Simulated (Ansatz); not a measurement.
# C2H8SiSn: a ladder of functionals and wavefunction methods

An exercise on one series of results from a longer session: the logs are not shown, and one member is left open.

Program: Ansatz 0.2.0, Gaussian basis. Level of theory: functionals in def2-TZVPP, the program's frozen cores in correlated methods. These are calculated values, not measurements.

Plan: PBE-D4, r2SCAN-D4, PBE0-D4, B3LYP-D4, ωB97X-V, ωB97M-V, B2PLYP; CCSD(T)/def2-TZVPP; MP2/def2-QZVPP; extrapolation to the limit.

## The relaxed structure

All runs share one geometry, relaxed beforehand with PBE0-D4 in a triple-zeta def2 set. Sn takes the def2 core potential; no spin-orbit term is included.

12 atoms, charge 0, spin multiplicity 1.

Atoms are counted from 1 here; the program's logs count them from 0.

Bond lengths: Si1–C2 1.870 Å, Si1–H5 1.481 Å, Si1–H6 1.493 Å, Si1–H7 1.484 Å, C2–C3 1.367 Å, C2–Sn4 2.669 Å, C2–H8 1.088 Å, C3–Sn4 2.468 Å, C3–H9 1.086 Å, C3–H10 1.087 Å, Sn4–H11 1.763 Å, Sn4–H12 1.760 Å. Angles: C2–Si1–H5 112.3°, C2–Si1–H6 107.0°, C2–Si1–H7 109.0°, H5–Si1–H6 107.8°, H5–Si1–H7 111.9°, H6–Si1–H7 108.6°, Si1–C2–C3 124.4°, Si1–C2–Sn4 106.9°, Si1–C2–H8 118.1°, C3–C2–Sn4 66.6°, C3–C2–H8 117.2°, Sn4–C2–H8 101.9°, C2–C3–Sn4 82.9°, C2–C3–H9 121.7°, C2–C3–H10 121.1°, Sn4–C3–H9 100.6°, Sn4–C3–H10 98.6°, H9–C3–H10 115.8° and more.

Coordinates:

```
Si   -1.1342    1.1160   -0.2282
C     0.0366    0.0515    0.7687
C     1.3974    0.0725    0.6405
Sn    0.9761   -1.8237   -0.8821
H    -2.3331    0.3689   -0.6726
H    -1.5913    2.2202    0.6669
H    -0.3963    1.7073   -1.3717
H    -0.3769   -0.5482    1.5765
H     2.0473   -0.3988    1.3718
H     1.8842    0.7417   -0.0637
H    -0.1856   -0.9520   -1.8810
H    -0.2473   -2.6105    0.1091
```

The first run:

in.yaml

```yaml
crystal:
  periodic: [false, false, false]
  atoms:
    - {symbol: Si, position_ang: [-1.134170, 1.116016, -0.228236]}
    - {symbol: C, position_ang: [0.036577, 0.051463, 0.768726]}
    - {symbol: C, position_ang: [1.397426, 0.072490, 0.640507]}
    - {symbol: Sn, position_ang: [0.976140, -1.823669, -0.882137]}
    - {symbol: H, position_ang: [-2.333066, 0.368866, -0.672610]}
    - {symbol: H, position_ang: [-1.591309, 2.220200, 0.666894]}
    - {symbol: H, position_ang: [-0.396306, 1.707320, -1.371698]}
    - {symbol: H, position_ang: [-0.376871, -0.548177, 1.576465]}
    - {symbol: H, position_ang: [2.047340, -0.398799, 1.371776]}
    - {symbol: H, position_ang: [1.884215, 0.741706, -0.063655]}
    - {symbol: H, position_ang: [-0.185632, -0.951991, -1.880985]}
    - {symbol: H, position_ang: [-0.247344, -2.610525, 0.109054]}
basis:
  gaussian: {orbitals: def2-TZVPP}
hamiltonian: {xc: pbe, dispersion: d4}
output: {forces: true, orbitals: {seedname: orbitals}}
```

On the command line:

```
> ansatz run in.yaml --threads 4 --pin off --events-out ev --progress --plain --max-ram 10444MiB
```

Steps of the session up to this table: PBE-D4 (GGA); r2SCAN-D4 (meta-GGA); PBE0-D4 (hybrid); B3LYP-D4 (hybrid); ωB97X-V (range-separated); ωB97M-V (range-separated); B2PLYP (double hybrid); CCSD(T) in def2-TZVPP; MP2 in def2-QZVPP.

One table of the session follows, with a row left open; its other results are not shown here.

```
            method  atomisation energy (kJ/mol)
            PBE-D4                       3871.9
         r2SCAN-D4                       3849.0
           PBE0-D4                       3828.9
          B3LYP-D4                       3853.0
           ωB97X-V                       3851.7
           ωB97M-V                            ?
            B2PLYP                       3792.6
     HF/def2-TZVPP                       2829.2
    MP2/def2-TZVPP                       3748.6
   CCSD/def2-TZVPP                       3708.5
CCSD(T)/def2-TZVPP                       3761.8
           MP2/CBS                       3845.7
       CCSD(T)/CBS                       3858.9
```

Estimate the missing values for ωB97M-V.

**Answer.** atomisation energy (kJ/mol): 3843.4. In the column «atomisation energy (kJ/mol)» it lies between PBE0-D4 (3828.9) and MP2/CBS (3845.7).

Limits of these values: Free atoms (1 Si, 2 C, 1 Sn, 8 H) were run apart at each level; the atomisation energy is their sum less the molecule, without zero-point or spin-orbit terms.
